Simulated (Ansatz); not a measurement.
**C₂H₆ClFSi: one species, many methods**

One table from this session's results is given with a row withheld; the runs are named, their logs left out.

Computed with Ansatz 0.2.0, Gaussian basis. Level: functionals in def2-TZVPP, the program's frozen cores in correlated methods.

Levels to be run: LDA (SPW92), PBE-D4, revPBE-D4, BLYP-D4, r2SCAN-D4, B97M-V, PBE0-D4, B3LYP-D4, r2SCANh-D4, r2SCAN0-D4, HSE06-D4, BHLYP-D4, CAM-B3LYP-D4, LC-ωPBE, ωB97X-V, ωB97M-V, B2PLYP, PBE-QIDH; CCSD(T)/def2-SVP; CCSD(T)/def2-TZVPP; MP2/def2-QZVPP; extrapolation to the limit; RPA on PBE.

## Structure used throughout

The geometry comes from an earlier relaxation with PBE0-D4 in a triple-zeta def2 set; it is a stationary point, not always the lowest conformer.

SMILES `CC(F)([SiH3])Cl`, 11 atoms, charge 0, spin multiplicity 1.

Atoms are counted from 1 here; the program's logs count them from 0.

Bond lengths: C1–C2 1.504 Å, C1–H6 1.092 Å, C1–H7 1.090 Å, C1–H8 1.093 Å, C2–F3 1.378 Å, C2–Si4 1.913 Å, C2–Cl5 1.799 Å, Si4–H9 1.486 Å, Si4–H10 1.483 Å, Si4–H11 1.480 Å. Angles: C2–C1–H6 110.0°, C2–C1–H7 110.5°, C2–C1–H8 109.3°, H6–C1–H7 109.0°, H6–C1–H8 109.0°, H7–C1–H8 109.0°, C1–C2–F3 108.6°, C1–C2–Si4 116.0°, C1–C2–Cl5 109.5°, F3–C2–Si4 108.7°, F3–C2–Cl5 107.2°, Si4–C2–Cl5 106.5°, C2–Si4–H9 108.2°, C2–Si4–H10 108.1°, C2–Si4–H11 108.7°, H9–Si4–H10 109.9°, H9–Si4–H11 110.6°, H10–Si4–H11 111.3°.

Set-up of the first run:

Input file in.yaml:

```yaml
crystal:
  periodic: [false, false, false]
  atoms:
    - {symbol: C, position_ang: [-0.526106, 0.249639, 1.314559]}
    - {symbol: C, position_ang: [0.248666, 0.573083, 0.066252]}
    - {symbol: F, position_ang: [1.529241, 0.934825, 0.424829]}
    - {symbol: Si, position_ang: [0.346875, -0.817971, -1.243871]}
    - {symbol: Cl, position_ang: [-0.496366, 1.992393, -0.751208]}
    - {symbol: H, position_ang: [-0.534008, 1.113158, 1.982648]}
    - {symbol: H, position_ang: [-1.554126, -0.017027, 1.068104]}
    - {symbol: H, position_ang: [-0.052666, -0.592019, 1.825813]}
    - {symbol: H, position_ang: [0.995939, -1.999856, -0.618392]}
    - {symbol: H, position_ang: [-1.035819, -1.161411, -1.655591]}
    - {symbol: H, position_ang: [1.143869, -0.331915, -2.392546]}
basis:
  gaussian: {orbitals: def2-TZVPP}
hamiltonian: {xc: lda}
output: {orbitals: {seedname: orbitals}}
```

The run is started by

```
ansatz run in.yaml --threads 4 --pin off --events-out ev --progress --plain --max-ram 10444MiB
```

Steps of the session up to this table: LDA; PBE-D4 (GGA); revPBE-D4 (GGA); BLYP-D4 (GGA); r2SCAN-D4 (meta-GGA); B97M-V (meta-GGA); B3LYP-D4 (hybrid); r2SCANh-D4 (hybrid); r2SCAN0-D4 (hybrid); HSE06-D4 (hybrid); BHLYP-D4 (hybrid); CAM-B3LYP-D4 (range-separated); LC-ωPBE (range-separated); ωB97X-V (range-separated); ωB97M-V (range-separated); B2PLYP (double hybrid); PBE-QIDH (double hybrid).

One of the session's tables, all rows but one given; the rest of the session is left out.

It belongs to the step «Orbital energies across the functionals». 

| functional | HOMO (eV) | gap (eV) |
| --- | --- | --- |
| LDA (SPW92) | -7.02 | 5.85 |
| PBE-D4 | ? | ? |
| revPBE-D4 | -6.82 | 6.00 |
| BLYP-D4 | -6.77 | 5.97 |
| r2SCAN-D4 | -7.18 | 6.54 |
| B97M-V | -7.33 | 6.58 |
| PBE0-D4 | -8.25 | 8.29 |
| B3LYP-D4 | -8.03 | 7.84 |
| r2SCANh-D4 | -7.68 | 7.40 |
| r2SCAN0-D4 | -8.45 | 8.67 |
| HSE06-D4 | -7.85 | 7.51 |
| BHLYP-D4 | -9.54 | 10.49 |
| CAM-B3LYP-D4 | -9.65 | 10.72 |
| LC-ωPBE | -10.99 | 13.24 |
| ωB97X-V | -10.65 | 12.75 |
| ωB97M-V | -10.50 | 12.30 |

Q: Estimate the row for PBE-D4 from the others.

**Answer.** HOMO (eV): -6.88; gap (eV): 5.95. In the column «HOMO (eV)» it lies between LDA (SPW92) (-7.02) and revPBE-D4 (-6.82).
